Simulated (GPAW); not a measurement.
## CuI2 in GPAW: convergence with convergence criteria

Input of the first run (convergence criteria density=0.001 energy=0.01 eigenstates=0.0001); the others differ in this setting and in those tied to it:

File run.py:

```python
from ase import Atoms
from ase.dft.bandgap import bandgap
from ase.io import write
from ase.units import GPa
from gpaw import GPAW, PW

atoms = Atoms(['I', 'I', 'Cu'],
              cell=[[5.200384, 0.0, 0.0],
                    [0.0, 5.200384, 0.0],
                    [0.0, 0.0, 4.54417]],
              scaled_positions=[[0.5, 0.0, 0.0],
                                [0.0, 0.5, 0.0],
                                [0.0, 0.0, 0.0]],
              pbc=True)

calc = GPAW(mode=PW(600),
            xc='PBE',
            kpts={'size': (4, 4, 5), 'gamma': True},
            occupations={'name': 'fermi-dirac', 'width': 0.05},
            nbands=25,
            convergence={'density': 0.001, 'energy': 0.01, 'eigenstates': 0.0001},
            maxiter=100,
            txt='gpaw.txt')
atoms.calc = calc
energy = atoms.get_potential_energy()
forces = atoms.get_forces()
stress = atoms.get_stress()
calc.write('gs.gpw')
write('result.traj', atoms)
print(f'Energy: {energy:.6f} eV')
print('Forces (eV/A):')
print(forces.round(4))
print('Stress (GPa):', (stress / GPa).round(3))
print('Fermi level:', round(calc.get_fermi_level(), 4), 'eV')
print(f'Gap: {bandgap(calc)[0]:.4f} eV, direct: {bandgap(calc, direct=True)[0]:.4f} eV')
```

Potentials or basis: GPAW PAW data sets (gpaw-data 1.2.1), pw.

Launch:

```sh
$ OMP_NUM_THREADS=1 python run.py
```

The cell comes from a database or a generator and needn't be the stable form of this composition.

Hardware: 1 thread of Intel(R) Xeon(R) Platinum 8259CL CPU @ 2.50GHz (Skylake/Cascade Lake) (shared host).

```csv
convergence criteria,"energy less the tightest run, at zero smearing (meV/atom)",SCF cycles,CPU time (s),peak memory (GiB)
density=0.001 energy=0.01 eigenstates=0.0001,0.00,8,31,0.2
default,0.00,10,38,0.2
density=1e-05 energy=1e-05,0.00,11,38,0.2
density=1e-05 forces=0.0001,0.00,12,43,0.2
density=1e-06 energy=1e-06 eigenstates=1e-10,0.00,12,43,0.21
```

Against the tightest run, the energy stays within 1 meV/atom from density=0.001 energy=0.01 eigenstates=0.0001 on. The tightest run that finished is the yardstick and may itself not be fully converged.

Caveat, for the tightest run too: with this Cu data set, volumes or pressures lay over 1.5 % or 2 GPa off other programs in two to four cells of ten; this functional lacks dispersion, which binds the layers, so the pressure and a relaxed spacing across them are unreliable; an odd number of electrons without spin polarisation forces a metal; a magnetic or distorted state may lie lower; the run has no spin polarisation, though such a crystal can be magnetic; semilocal functionals often make such compounds metallic where correlation or magnetic order opens a gap, which also shifts bond lengths. Spin-orbit coupling is left out, which matters for the levels of I.
